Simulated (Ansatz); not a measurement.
# CH₈FGeNSi: vertical ionisation energy

The task here is to estimate one member of a computed series from the others.

The runs use Ansatz 0.2.0, Gaussian basis; unrestricted cation, the program's frozen cores in correlated methods.

The runs, in order: UKS PBE-D4/def2-TZVPP; UKS r2SCAN-D4/def2-TZVPP; UKS PBE0-D4/def2-TZVPP; UKS B3LYP-D4/def2-TZVPP; UKS wB97X-V/def2-TZVPP; UKS wB97M-V/def2-TZVPP; UKS B2PLYP/def2-TZVPP; UHF-CCSD(T)/def2-TZVPP; UHF-MP2/def2-QZVPP; extrapolation to the limit; then −ε(HOMO) from the neutral's earlier runs with LDA (SPW92), PBE-D4, revPBE-D4, BLYP-D4, r2SCAN-D4, B97M-V, PBE0-D4, B3LYP-D4, r2SCANh-D4, r2SCAN0-D4, HSE06-D4, BHLYP-D4, CAM-B3LYP-D4, LC-ωPBE, ωB97X-V, ωB97M-V.

**The relaxed structure**

The geometry comes from an earlier relaxation with PBE0-D4 in a triple-zeta def2 set; it is a stationary point, not always the lowest conformer.

SMILES `C[N]([GeH3])[SiH2]F`, 13 atoms, charge 0, spin multiplicity 1.

Atoms are counted from 1 here; the program's logs count them from 0.

Bond lengths: C1–N2 1.458 Å, C1–H6 1.096 Å, C1–H7 1.096 Å, C1–H8 1.094 Å, N2–Ge3 1.849 Å, N2–Si4 1.698 Å, Ge3–H9 1.540 Å, Ge3–H10 1.532 Å, Ge3–H11 1.541 Å, Si4–F5 1.605 Å, Si4–H12 1.483 Å, Si4–H13 1.480 Å. Angles: N2–C1–H6 111.1°, N2–C1–H7 112.4°, N2–C1–H8 110.5°, H6–C1–H7 107.9°, H6–C1–H8 107.2°, H7–C1–H8 107.5°, C1–N2–Ge3 115.2°, C1–N2–Si4 120.4°, Ge3–N2–Si4 123.7°, N2–Ge3–H9 107.6°, N2–Ge3–H10 107.8°, N2–Ge3–H11 109.6°, H9–Ge3–H10 111.7°, H9–Ge3–H11 109.0°, H10–Ge3–H11 111.0°, N2–Si4–F5 113.6°, N2–Si4–H12 109.1°, N2–Si4–H13 108.8° and more.

Set-up of the first run:

File in.yaml:

```yaml
crystal:
  periodic: [false, false, false]
  atoms:
    - {symbol: C, position_ang: [-1.411957, -0.536494, 0.260748]}
    - {symbol: N, position_ang: [-0.088796, 0.054038, 0.094270]}
    - {symbol: Ge, position_ang: [1.328288, -1.097534, 0.383906]}
    - {symbol: Si, position_ang: [0.080599, 1.607542, -0.568810]}
    - {symbol: F, position_ang: [-0.046012, 1.641426, -2.168912]}
    - {symbol: H, position_ang: [-1.502996, -1.031113, 1.234025]}
    - {symbol: H, position_ang: [-1.640020, -1.275855, -0.515777]}
    - {symbol: H, position_ang: [-2.184770, 0.236368, 0.217349]}
    - {symbol: H, position_ang: [1.206078, -1.632690, 1.822328]}
    - {symbol: H, position_ang: [2.625048, -0.306932, 0.180521]}
    - {symbol: H, position_ang: [1.241824, -2.279368, -0.600614]}
    - {symbol: H, position_ang: [-1.019728, 2.469010, -0.073446]}
    - {symbol: H, position_ang: [1.432942, 2.116903, -0.250587]}
basis:
  gaussian: {orbitals: def2-TZVPP}
total_charge: 1
magnetization: {spin_polarized: true, initial_magnetization: 1}
hamiltonian: {xc: pbe, dispersion: d4}
```

Among the steps run: Cation, UKS PBE-D4/def2-TZVPP; Cation, UKS r2SCAN-D4/def2-TZVPP; Cation, UKS PBE0-D4/def2-TZVPP; Cation, UKS B3LYP-D4/def2-TZVPP; Cation, UKS wB97X-V/def2-TZVPP; Cation, UKS wB97M-V/def2-TZVPP; Cation, UKS B2PLYP (frozen core)/def2-TZVPP; Cation, UHF-CCSD(T)/def2-TZVPP; Cation, UHF-MP2/def2-QZVPP.

One table of the session follows, with a row left open; its other results are not shown here.

Orbital estimates, from the neutral's runs:

| functional | −ε(HOMO) (eV) |
| --- | --- |
| LDA (SPW92) | 6.14 |
| PBE-D4 | 6.02 |
| revPBE-D4 | 5.97 |
| BLYP-D4 | 5.89 |
| r2SCAN-D4 | 6.27 |
| B97M-V | 6.45 |
| PBE0-D4 | 7.34 |
| B3LYP-D4 | 7.11 |
| r2SCANh-D4 | 6.77 |
| r2SCAN0-D4 | 7.52 |
| HSE06-D4 | 6.94 |
| BHLYP-D4 | ? |
| CAM-B3LYP-D4 | 8.70 |
| LC-ωPBE | 10.06 |
| ωB97X-V | 9.73 |
| ωB97M-V | 9.64 |

Estimate the missing values for BHLYP-D4.

Worked estimate for «−ε(HOMO) (eV)». Against the share of exact exchange, BLYP-D4 (0, 5.89), B3LYP-D4 (0.2, 7.11) give a slope of 6.10 per unit share; at 0.5 the line stands at 8.94.

**Answer.** −ε(HOMO) (eV): 8.58. In «−ε(HOMO) (eV)» the line misses by +0.36.
